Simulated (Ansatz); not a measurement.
**W3N4: relaxing cell and atoms**

The start is W3N4, a database entry, slightly rescaled. Where does it settle when we relax cell and atoms, and what is it like there?

Computed, not measured: Ansatz 0.2.0, DFT, r2SCAN, with U_eff = 2.56 eV on W d, no spin polarisation, plane waves, PAW.

**1. Geometry**

The structure is cubic, space group Pm-3m (No. 221). The conventional cell has a = 4.167 Å, b = 4.167 Å, c = 4.167 Å, α = 90.00°, β = 90.00°, γ = 90.00°. N (site symmetry m-3m) is surrounded by 6 W at 2.08 Å. Around N (site symmetry 4/mmm) lie 4 W at 2.08 Å. W (site symmetry 4/mmm) is surrounded by 6 N at 2.08 Å.

Its coordinates follow in the input file.

The first density is read from a saved solution for the starting cell.

**2. The walk to rest**

Input file input.yaml:

```yaml
crystal:
  lattice:
    - [4.16676, 0.0, 0.0]
    - [0.0, 4.16676, 0.0]
    - [0.0, 0.0, 4.16676]
  atoms:
    - { symbol: "N", position: [0.5, 0.5, 0.5] }
    - { symbol: "N", position: [0.5, 0.0, 0.0] }
    - { symbol: "N", position: [0.0, 0.5, 0.0] }
    - { symbol: "N", position: [0.0, 0.0, 0.5] }
    - { symbol: W, position: [0.5, 0.5, 0.0] }
    - { symbol: W, position: [0.0, 0.5, 0.5] }
    - { symbol: W, position: [0.5, 0.0, 0.5] }
  symmetry: { tolerance: 0.0003 }
kpoints:
  mp_grid: { grid: [8, 8, 8], shift: [0, 0, 0] }
magnetization:
  spin_polarized: false
scf:
  occupations: { method: fermi_dirac, width: 0.1083 }
  lower_state_search: "off"
hamiltonian:
  pseudopotentials: { kind: paw }
  xc: r2scan
  hubbard:
    projectors: all-electron-ortho-atomic
    sites: [{ species: W, l: d, u_eff: 2.56 }]
basis:
  ecutwfc: 500
  fft_grid_basis: typed
relax:
  max_steps: 80
  cell: { p_target: 0.0 }
  f_tol: 0.03
output:
  forces: true
  stress: true
  eigenvalues: true
  bader: true
  populations: true
  elf: true
  write_potential: true
  volumetric_format: npy
  dos:
    e_range: [-12, 8]
    de: 0.05
    projected: { site_lists: { "N": ["N"], W: [W] } }
checkpoint:
  read: saved_state
```

The run is started by

```console
ansatz run input.yaml --threads 2 --pin off --max-ram 2560MiB --backend cpu --events-out ev --progress --plain --runs-dir out
```

The log of the run, cut to the lines that bear on the results:

```text
Warning: RAYON_NUM_THREADS=2 ignored (pool sized by the plan → 2); use --threads N
N: projections on atomic orbitals take those of the free atom [He] 2s2 2p3, of charge +0.00 (hamiltonian.pseudopotentials.projection_atoms); the dataset's partial waves leave at most 9.3e-9 of an orbital's norm unspanned inside its sphere
W: projections on atomic orbitals take those of the free atom [Kr 4d10 4f14] 5s2 5p6 5d4 6s2, of charge +0.00 (hamiltonian.pseudopotentials.projection_atoms); the dataset's partial waves leave at most 6.5e-5 of an orbital's norm unspanned inside its sphere
[...]
Pseudopotentials: kind: paw
Pseudopotential: N, paw, valence charge 5, recommended cutoff 500 eV (meta_gga), N.paw.azcp
Pseudopotential: W, paw, valence charge 14, recommended cutoff 500 eV (meta_gga), W.paw.azcp
Functional definition: r2SCAN
[...]
Crystal: 7 atoms, lattice volume = 72.343 Å³
Basis set: ecut = 500 eV, 1839 PW (Γ), exchange–correlation on 128×128×128 points (64 copies of the dense FFT grid, shifted against one another)
Bands: 38, of which v1, the nominal top of the filled ones, is band 31 counted from 1 (30 counted from 0)
Symmetry: 48 space group operations
Space group: Pm-3m (ITA 221), of the structure as read, at distance tolerance 1.3e-3 Å
k-points: 35 of 512
[...]
SCF iter   1: F=-32722.691847 eV  HF=-32722.657152 eV  |F-HF|=3.47e-2  |Δ(HF+E_count)|=         —  Δρ=4.50e-3  dr2=9.51e-3  dr2_τ=3.19e-2  ethr=1.65e-5  ⟨swp⟩=2.3  Hψ=8100  notcnv=0
[...]
relax step   1: F+E_penalty+E_count = -32722.70020744 eV  Δ(F+E_penalty+E_count) = +0.000e0 eV  max|allowed force component| = 3.633e-29 eV/Å  Δτ_max = 0.0000 Å  P = +9.085 GPa  Ω = 72.343 Å³  (6 SCF iters, dr2 threshold 1.00e-7 eV, accepted)
[...]
relax step   2: F+E_penalty+E_count = -32722.74413979 eV  Δ(F+E_penalty+E_count) = -4.393e-2 eV  max|allowed force component| = 5.747e-30 eV/Å  Δτ_max = 0.0000 Å  P = -2.036 GPa  Ω = 74.493 Å³  energy of the carried Pulay correction = -1.406e-3 eV  (6 SCF iters, dr2 threshold 7.00e-7 eV, accepted)
[...]
relax step   3: F+E_penalty+E_count = -32722.74707595 eV  Δ(F+E_penalty+E_count) = -2.936e-3 eV  max|allowed force component| = 2.104e-29 eV/Å  Δτ_max = 0.0000 Å  P = -0.081 GPa  Ω = 74.089 Å³  energy of the carried Pulay correction = -1.146e-3 eV  (4 SCF iters, dr2 threshold 7.00e-7 eV, accepted)
[...]
SCF iter   3: F=-32722.747091 eV  HF=-32722.747091 eV  |F-HF|=1.67e-10  |Δ(HF+E_count)|=   7.45e-8  Δρ=7.32e-6  dr2=2.05e-8  dr2_τ=5.92e-9  ethr=3.36e-10  ⟨swp⟩=2.0  Hψ=1970  notcnv=0
```

**3. More of the same log**

Output, continued:

```text
SCF iter   4: F=-32722.747091 eV  HF=-32722.747091 eV  |F-HF|=4.66e-10  |Δ(HF+E_count)|=   8.03e-9  Δρ=3.43e-6  dr2=4.63e-9  dr2_τ=1.36e-9  ethr=2.66e-11  ⟨swp⟩=9.0  Hψ=8791  notcnv=0
SCF 4 converged in 4 iterations: F = -32722.747091 eV  dr2 = 4.63e-9
relax step   4: F+E_penalty+E_count = -32722.74709109 eV  Δ(F+E_penalty+E_count) = -1.513e-5 eV  max|allowed force component| = 6.476e-29 eV/Å  Δτ_max = 0.0000 Å  P = +0.001 GPa  Ω = 74.073 Å³  energy of the carried Pulay correction = -1.135e-3 eV  (4 SCF iters, dr2 threshold 1.65e-8 eV, accepted)
Initial wavefunctions: pseudopotential atomic-orbital guess (no wavefunctions were taken with the density)
iter 1 solved again at ethr=6.05e-8 eV; its pass at ethr=3.10e-3 eV (dr2=3.75e-5 eV) is discarded
SCF iter   1: F=-32722.748245 eV  HF=-32722.748239 eV  |F-HF|=6.17e-6  |Δ(HF+E_count)|=         —  Δρ=8.52e-5  dr2=4.93e-7  dr2_τ=4.72e-6  ethr=6.05e-8  ⟨swp⟩=4.3  Hψ=10248  notcnv=0
SCF iter   2: F=-32722.748246 eV  HF=-32722.748246 eV  |F-HF|=2.69e-9  |Δ(HF+E_count)|=   7.07e-6  Δρ=9.31e-6  dr2=2.61e-8  dr2_τ=1.16e-8  ethr=7.95e-10  ⟨swp⟩=2.7  Hψ=2761  notcnv=0
SCF iter   3: F=-32722.748246 eV  HF=-32722.748246 eV  |F-HF|=2.00e-10  |Δ(HF+E_count)|=   2.44e-9  Δρ=3.37e-6  dr2=4.02e-9  dr2_τ=1.30e-9  ethr=4.21e-11  ⟨swp⟩=2.0  Hψ=2042  notcnv=0
SCF iter   4: F=-32722.748246 eV  HF=-32722.748246 eV  |F-HF|=1.49e-10  |Δ(HF+E_count)|=   1.35e-9  Δρ=1.40e-6  dr2=8.59e-10  dr2_τ=2.66e-10  ethr=6.48e-12  ⟨swp⟩=2.3  Hψ=2257  notcnv=0
SCF iter   5: F=-32722.748246 eV  HF=-32722.748246 eV  |F-HF|=3.64e-11  |Δ(HF+E_count)|=  1.64e-10  Δρ=3.57e-7  dr2=3.76e-11  dr2_τ=1.44e-11  ethr=1.00e-12  ⟨swp⟩=7.3  Hψ=8533  notcnv=0
SCF 5 converged in 5 iterations: F = -32722.748246 eV  dr2 = 3.76e-11
relax step   5: F+E_penalty+E_count = -32722.74824560 eV  Δ(F+E_penalty+E_count) = -1.155e-3 eV  max|allowed force component| = 4.868e-29 eV/Å  Δτ_max = 0.0000 Å  P = +0.007 GPa  Ω = 74.073 Å³  stress off target by 7.24e-3 GPa  SCF on the basis re-selected at this cell (its energy is not comparable with the rows above)  (5 SCF iters)
basis re-selected at this cell: Δ(F+E_penalty+E_count) = -1.155e-3 eV, ΔP = +0.007 GPa vs the last step (what re-selecting the basis moved, of the pressure what is left beyond the Pulay correction that the steps carried, after the strain that the cell walked since its last selection, with what the two solves' SCF thresholds leave and, on support functions, any second-order correction that the steps lacked; it is no measure of the basis error at this ecutwfc). This SCF's stress stands 7.24e-3 GPa from its target on what of the cell is left free (relax.cell.stress_tol is 5.00e-2 GPa) and its largest allowed force component is 4.87e-29 eV/Å (relax.f_tol is 3.00e-2 eV/Å): within both
SCF converged after 5 iterations
Free energy (F): -32722.748246 eV
Harris-Foulkes:  -32722.748246 eV  (|F-HF|=3.64e-11)
Internal energy: -32722.600758 eV  (E = F + TS)
E sigma→0 (E₀):  -32722.674502 eV
Entropy (-TS):   -0.147488 eV (-21.070 meV/atom)
Fermi energy:    19.048801 eV
--- Per-component energies (eV) ---
  E_band       = -337.548007
  E_kinetic    = 1884.896184
  E_local      = -2952.219612  (includes V_loc(G=0)·N_el)
  E_nonlocal   = 182.209163
  E_hartree    = 1040.981130
  E_xc         = -986.379490
  E_vxc        = -1117.761583  (∫ρ·V_xc dr)
  E_hubbard    = 9.275273  (on-site DFT+U / exact-exchange correction)
  E_vhub       = 1.361689  (the Hubbard potential's part of the band-sum identity)
  E_paw        = -26294.292761  (= ΣΔE_a)
  E_vpaw       = -477.171902  (= ΣTr[D̂ρ^β])
  E_aug_tail   = -0.000058  (compensation charges beyond the density's cutoff)
  E_vtau       = 59.175927  (kinetic-family band-sum trace: ∫τ·v_τ [+ j·A + Jᵃ·Aᵃ] dr)
  E_ewald      = -5605.188483
  E_core_change = -1.882105  (= ΣΔE_core)
  E_smearing   = -0.147488  (= −TS)
  E_closure    = -0.000000  (closes the sum)
  Σ components = -32722.748246   (vs F -32722.748246, Δ=0.00e0)
--- Forces (eV/Å), atoms counted from 1 ---
  atom   1  N      0.00000000     0.00000000     0.00000000
  atom   2  N     -0.00000000     0.00000000     0.00000000
  atom   3  N      0.00000000    -0.00000000    -0.00000000
  atom   4  N     -0.00000000     0.00000000    -0.00000000
  atom   5  W     -0.00000000     0.00000000     0.00000000
  atom   6  W     -0.00000000     0.00000000    -0.00000000
  atom   7  W      0.00000000     0.00000000     0.00000000
  max |Σ_I F_I| component: 1.20e-28 eV/Å
--- Stress (GPa, compression-positive) ---
        0.007239      -0.000000       0.000000
       -0.000000       0.007239       0.000000
        0.000000       0.000000       0.007239
  P = ⅓ Tr σ = 0.0072 GPa (0.072 kbar)
--- Band table (eV; the first three rows and the last of 35) ---
  k-point 0: bands = ["-58.7759", "-58.7011", "-58.7011", "-22.7792", "-22.7792", "-22.7792", "-22.2506", "-22.2506", "-22.2506", "-22.1412", "-22.1412", "-22.1412", "-1.4743", "0.8995", "1.9564", "1.9564", "12.2266", "12.2266", "12.2266", "13.4310", "13.4310", "13.4310", "14.6506", "14.6506", "14.6506", "15.4299", "15.4299", "15.4299", "16.8555", "16.8555", "16.8555", "18.1748", "18.1748", "18.1748", "19.2161", "19.2161", "20.8643", "21.6115"]
  k-point 1: bands = ["-58.7735", "-58.7036", "-58.7013", "-22.7684", "-22.7684", "-22.7627", "-22.2543", "-22.2543", "-22.2532", "-22.1662", "-22.1490", "-22.1490", "-1.3570", "0.9925", "1.9591", "2.0717", "11.8067", "12.1400", "12.1400", "13.1455", "13.1455", "13.4760", "13.9474", "14.7045", "14.9807", "14.9807", "15.6297", "15.6297", "16.4125", "16.4125", "16.4198", "18.0638", "18.7680", "18.7680", "19.2741", "20.1529", "21.2431", "21.5188"]
  k-point 2: bands = ["-58.7665", "-58.7109", "-58.7020", "-22.7403", "-22.7403", "-22.7160", "-22.2668", "-22.2668", "-22.2595", "-22.2331", "-22.1661", "-22.1661", "-1.0537", "1.2284", "1.9633", "2.3712", "10.8623", "11.9357", "11.9357", "12.5738", "12.7890", "12.7890", "13.3237", "13.5920", "15.1091", "15.1091", "15.8109", "15.8109", "15.9639", "16.5666", "16.5666", "17.7943", "19.3755", "19.7244", "19.7244", "21.1761", "21.1761", "21.3896"]
  k-point 34: bands = ["-58.7281", "-58.7281", "-58.7281", "-23.2000", "-22.5968", "-22.5968", "-22.5968", "-22.2987", "-22.2987", "-22.0210", "-22.0210", "-22.0210", "1.2427", "3.4085", "3.4085", "3.4085", "7.9039", "7.9039", "7.9039", "10.2772", "11.0969", "11.0969", "11.0969", "11.2999", "11.2999", "11.2999", "16.1079", "16.1079", "20.0861", "20.0861", "20.0861", "20.6964", "20.6964", "20.6964", "21.6728", "21.6728", "21.9986", "24.9397"]
Occupation matrices written to <dir>
--- Relaxed structure (4 steps of the walk, 4 accepted, 1 SCFs on fresh bases) ---
  F+E_penalty+E_count = -32722.74824560 eV   max|allowed force component| = 4.868e-29 eV/Å   (the final SCF, on the basis selected at the relaxed cell)
  cell:  # Å, volume = 74.0728 Å³
    - [4.199712884959381, -4.6543306989358205e-34, 0.0]
    - [-4.012354050806742e-34, 4.199712884959381, 0.0]
    - [-1.6049416203226965e-35, 0.0, 4.199712884959381]
  atoms:
    - { symbol: N, position: [0.49999999999999994, 0.49999999999999994, 0.49999999999999994] }
    - { symbol: N, position: [0.49999999999999994, -7.136098427465288e-37, 1.7195417897181067e-38] }
    - { symbol: N, position: [5.846442085026898e-37, 0.49999999999999994, -1.0317250738527591e-37] }
    - { symbol: N, position: [5.846442085022488e-37, 1.2896563424554498e-37, 0.49999999999999994] }
    - { symbol: W, position: [0.49999999999999994, 0.49999999999999994, 2.57931268461876e-37] }
    - { symbol: W, position: [-3.782991937394559e-37, 0.49999999999999994, 0.49999999999999994] }
    - { symbol: W, position: [0.49999999999999994, 1.8914959688667747e-37, 0.49999999999999994] }
--- Löwdin populations: 7 sites ---
  site symbol       q [e]
     0      N      5.7373
     1      N      5.7376
     2      N      5.7376
     3      N      5.7376
     4      W     12.9259
     5      W     12.9259
     6      W     12.9259
  spilling = 0.004393 (of n_electrons = 62.000000)
--- Bader charges: 7 sites ---
  site symbol  charge [e]  shift [e]
     0      N     -1.8107     0.0014
     1      N     -1.4826     0.0008
     2      N     -1.4826     0.0008
     3      N     -1.4826     0.0008
     4      W      2.0862     0.0012
     5      W      2.0862     0.0012
     6      W      2.0862     0.0012
  estimated error of the sums over rays = 5.8e-4 e
```

Run time: 76 s. Hardware: 2 threads of Arm Neoverse V1, shared host; peak memory 0.64 GiB.

Relaxation path:

```csv
step,energy from step 1 (eV/cell),largest force component (eV/Å),pressure (GPa),volume (Å³)
1,0.0000,0.0000,9.09,72.34
2,-0.0439,0.0000,-2.04,74.49
3,-0.0469,0.0000,-0.08,74.09
4,-0.0469,0.0000,0.00,74.07
5,-0.0480,0.0000,0.01,74.07
```

Step 1 is the start. Step 5 repeats the geometry before on a plane-wave basis chosen anew for that cell, so the energy can jump there without any move; the table keeps such jumps.

| input's cell | before | after | change |
| --- | --- | --- | --- |
| a (Å) | 4.167 | 4.200 | +0.8 % |
| b (Å) | 4.167 | 4.200 | +0.8 % |
| c (Å) | 4.167 | 4.200 | +0.8 % |
| volume (Å³/atom) | 10.33 | 10.58 | +2.4 % |

**4. Density of states**

Counts of states in windows (eV from the Fermi level; tetrahedra), total and projected:

```csv
from,to,total,N p,W d
-8.0,-7.0,6.08,3.64,2.15
-7.0,-6.0,5.00,2.84,1.94
-6.0,-5.0,2.96,1.57,1.26
-5.0,-4.0,2.06,1.33,0.65
-4.0,-3.0,1.84,1.19,0.59
-3.0,-2.0,2.98,1.93,0.96
-2.0,-1.0,1.71,0.60,1.04
-1.0,0.0,2.58,0.48,2.02
0.0,1.0,3.56,0.73,2.72
```

The bands computed are complete only to about 2.1 eV above the Fermi level.

**5. Atomic charges**

By element, from the tables in the log (a charge is positive for electrons lost): Löwdin charges also hold the electrons that the projection spills.

```csv
element,atoms,Bader charge (e),Bader volume (Å³),Löwdin charge (e)
N,4,-1.81 to -1.48,8.6 to 11.4,-0.74
W,3,+2.09,10.4,+1.07
```

The Löwdin projection spills 0.4 % of the electrons and depends on the orbitals chosen; where it disagrees with Bader's partition, neither is an observable.

Occupation eigenvalues of the Hubbard shells:

```csv
atom,shell,spin,eigenvalues
W5,d,each,0.34 0.37 0.50 0.51 0.51
W6,d,each,0.34 0.37 0.50 0.51 0.51
W7,d,each,0.34 0.37 0.50 0.51 0.51
```

**6. Real-space fields**

Maps in the plane spanned by b and c at height 0.500 along a (axes of the input's cell), one cell: b runs left to right (13 points from zero), c bottom to top (13 points), 90° apart. Inside the augmentation spheres the fields are the smooth ones.

Valence density. Ten steps from '0' (0.31 e/Å³) to '9' (5.35 e/Å³), finer at the low end (step k begins (100^(k/10) - 1)/99 of the way up):
```
8864699996468
6642378873246
4420034430024
7630145541036
9973468864379
9984589985489
9984589985489
9973468864379
7630145541036
4420034430024
6642378873246
8864699996468
8864799997468
```

ELF. Ten even steps from '0' (0.04) to '9' (0.81):
```
5893386683398
9983267762389
3332111111233
4321367763123
8861699996168
0671792297176
0671792297176
8861699996168
4321367763123
3332111111233
9983267762389
5893386683398
0593480084395
```

Atoms within 0.2 Å of the plane, in fractions of b and c: N at (0.50, 0.50), N at (1.00, 0.00), W at (0.50, 0.00), W at (0.00, 0.50).

At the density minimum on some short contacts:

```csv
contact,length (Å),minimum at (fraction),density (e/Å³),ELF
N1–W5,2.100,0.47,0.668,0.23
```

**7. What came out**

| quantity | value |
| --- | --- |
| moves | 3 |
| energy gained | 6.7 meV/atom |
| largest move | 0.00 Å |
| space group (0.01 Å), before / after | Pm-3m / Pm-3m |
| cell | a = 4.200 Å, b = 4.200 Å, c = 4.200 Å, α = 90.00°, β = 90.00°, γ = 90.00° |
| volume | 10.58 Å³/atom (+2.4 %) |
| pressure at the end | 0.01 GPa |
| character | metal |
| density of states, mean within 0.25 eV of the Fermi level | 3.1 per eV per cell |
| Bader charges | N -1.81 to -1.48, W +2.09 e |

**Reading.** The volume grew by 2.4 %, and the atoms end where they began within the cell; the energy fell by 6.7 meV per atom. With 48 symmetry operations imposed, the end may be a saddle point towards distortions that break them. The cell is metallic; within 0.25 eV of the Fermi level the density of states averages 3.1 per eV per cell, mostly W d (78 %) and N p (19 %). By Bader's partition W gives up most (+2.09 e) and N takes most (-1.56 e).

Keep in mind: a Hubbard term without moments, so a magnetic state may lie lower.
